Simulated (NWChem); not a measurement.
**Plane-wave run on BN (h-BN type)**

```
CELL_PARAMETERS angstrom
      2.50399     0.00000     0.00000
     -1.25199     2.16852     0.00000
      0.00000     0.00000     6.66120
ATOMIC_POSITIONS crystal
  B  0.33333 0.66667 0.25000
  B  0.66667 0.33333 0.75000
  N  0.33333 0.66667 0.75000
  N  0.66667 0.33333 0.25000
```

Program: NWChem. Origin of the cell: lattice set by a structure generator, not relaxed at this level.

Norm-conserving pseudopotentials with valence charges B 3, N 5, fixed occupations, no spin-orbit coupling, density cut at twice the wavefunction cutoff.

The program generates the PBEsol runs' potentials with LDA.

Level: PBEsol, Troullier-Martins, cutoff 40 Ha, density from a 5×5×3 mesh. Bands run along Γ–M–K–Γ–A–L–H–A with k in units of the cell's reciprocal vectors.

Q: What gap does the band structure show, and how wide is the group of occupied bands?

A: It shows an indirect gap along this path of 4.20 eV from H to M (smallest direct gap on this path 4.56 eV). The 8 occupied bands reach 17.6 eV below the valence-band top.
